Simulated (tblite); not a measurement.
# C3H10GeSi: the cost of one run

Computed with tblite 0.8.0 and PySCF 2.14.0, with density-fitted response routines of our own, on a single molecule in the gas phase. Atoms are numbered from 0 throughout.

### 1 The starting structure

15 atoms, charge 0, multiplicity 1; geometry from: force field or distance geometry start.

Bonds of the start (Å): C0–C1 1.31, C1–Ge2 1.90, Ge2–C3 1.94, Ge2–Si4 2.32, C0–H5 1.11, C0–H6 1.09, C1–H7 1.11, Ge2–H8 1.57, C3–H9 1.11, C3–H10 1.12, C3–H11 1.11, Si4–H12 1.47, Si4–H13 1.46, Si4–H14 1.47.

### 2 Relaxing the molecule with GFN2-xTB

Job settings and geometry (Å):

```
{"job": {"kind": "relax", "xc": "GFN2-xTB", "basis": "xTB"}, "charge": 0, "multiplicity": 1}
C     -2.629600    -0.536700    -0.156500
C     -1.419700    -0.556000     0.347700
Ge     0.141900     0.144800    -0.484900
C      0.603900     1.943300     0.090500
Si     1.919300    -1.225200     0.121000
H     -3.438500    -0.985200     0.450100
H     -2.877200    -0.096400    -1.122900
H     -1.272000    -1.021200     1.349600
H     -0.031600     0.088900    -2.044400
H      0.476500     2.061900     1.188200
H      1.693100     2.057400    -0.158300
H     -0.029000     2.655400    -0.480600
H      1.942200    -2.460800    -0.672800
H      3.181000    -0.492800     0.007900
H      1.735400    -1.569200     1.543400
```

Run with:

```bash
$ OMP_NUM_THREADS=1 python probes_run.py task.json out
```

The driver reads the jobs from task.json and runs them one after another.

**Question.** How long does this first job take on 1 thread of Arm Neoverse N1, shared host, and how much memory does it need?

About 1 s, with a peak of 0.18 GiB.
